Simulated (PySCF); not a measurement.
# C6H7FO: the cost of one run

Computed with PySCF 2.14.0 and routines of our own; the level stands in each step. Atoms count from 0.

### Step 1. The system as given

15 atoms, charge 0, multiplicity 1; geometry from: GFN2-xTB.

### Step 2. Magnetic properties: GIAO B3LYP/pcSseg-1

The job: settings as JSON, then the geometry in Å.

```
{"job": {"kind": "mag", "xc": "B3LYP", "basis": "pcSseg-1", "isotopologues": 2}, "charge": 0, "multiplicity": 1}
F      2.389567    -0.355890    -0.699547
C      1.286624     0.153173    -0.058444
C      0.566616    -0.923119     0.764377
C     -0.829785    -0.914687     0.078034
C     -1.459425     0.412761     0.462607
C     -0.828751     1.319943    -0.268277
C      0.176628     0.530403    -1.085833
O     -0.487239    -0.701700    -1.277557
H      1.639381     1.011358     0.520211
H      0.517051    -0.694735     1.825448
H      1.057351    -1.882554     0.611270
H     -1.424661    -1.813800     0.204518
H     -2.220732     0.531920     1.207425
H     -0.923702     2.386842    -0.286028
H      0.536663     0.948075    -2.020116
```

Level: GIAO B3LYP/pcSseg-1 magnetisability, rotational g tensor and spin-rotation constants, non-relativistic, gas phase.

Launch:

```
OMP_NUM_THREADS=1 python excited_run.py task.json out
```

This one command runs all jobs of the session in turn.

Q: Estimate the wall time and peak memory of this first job on 1 thread of Arm Neoverse N1, shared host.

About 45 s, with a peak of 0.78 GiB.
